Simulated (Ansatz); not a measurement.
# CuLaTe2: a single-point run

The task is a single-point run on CuLaTe2. The structure is shown as the input types it. The cell is built on a prototype (ordering on rocksalt) and needn't be the phase found in nature.

Program: Ansatz 0.2.0. Level of theory: density functional or hybrid calculation with the settings of its input, plane waves (as first typed). These are calculated values, not measurements.

3 further runs of the same task are left out: 2 for a known fault of the program, 1 set aside as unsound or not needed.

## (1) The system as given

The structure is trigonal, space group R-3m (No. 166). Conventional cell: a = 4.476 Å, b = 4.476 Å, c = 20.249 Å, α = 90.00°, β = 90.00°, γ = 120.00°. Around Cu (site symmetry -3m) lie 6 Te at 2.97 Å. La (site symmetry -3m) has 6 Te at 3.21 Å as nearest neighbours. Around Te (site symmetry 3m) lie 3 Cu at 2.97 Å and 3 La at 3.21 Å.

Structure file:

```
CELL_PARAMETERS angstrom
2.23787 1.29204 6.74954
-2.23787 1.29204 6.74954
0.00000 -2.58407 6.74954
ATOMIC_POSITIONS crystal
Cu 0.00000 0.00000 0.00000
La 0.50000 0.50000 0.50000
Te 0.26089 0.26089 0.26089
Te 0.73911 0.73911 0.73911
```

## (2) Running it

File input.yaml:

```yaml
crystal:
  lattice:
    - [2.2378723238, 1.2920361886, 6.7495388525]
    - [-2.2378723238, 1.2920361886, 6.7495388525]
    - [0.0, -2.5840723771, 6.7495388525]
  atoms:
    - { symbol: Cu, position: [1.0, 0.0, 0.0] }
    - { symbol: La, position: [0.5, 0.5, 0.5] }
    - { symbol: Te, position: [0.260888354, 0.260888354, 0.260888354] }
    - { symbol: Te, position: [0.739111646, 0.739111646, 0.739111646] }
kpoints:
  mp_grid: { grid: [4, 4, 4] }
hamiltonian:
  xc: pbe
scf:
  occupations: { method: fixed }
  n_extra_bands: 5
  max_iter: 62
output:
  forces: true
  stress: true
  eigenvalues: true
basis:
  ecutrho_ratio: 2
```

The run is started by

```console
$ ansatz run input.yaml --threads 4 --pin off --max-ram 3686MiB --backend cpu --events-out ev --progress --plain --runs-dir out
```

**Question.** How will this run end, and is anything wrong with its input?

This run ends as converged, with warnings (cutoff below recommended). Its log warns: «basis.ecutrho_ratio = 2 (ecutrho = 840 eV) is below the records' recommended 1680 eV»

The suspect setting: basis.ecutrho_ratio is 2. The density cutoff must be at least four times the energy cutoff of the waves.

The test: delete basis.ecutrho_ratio (the default then holds).
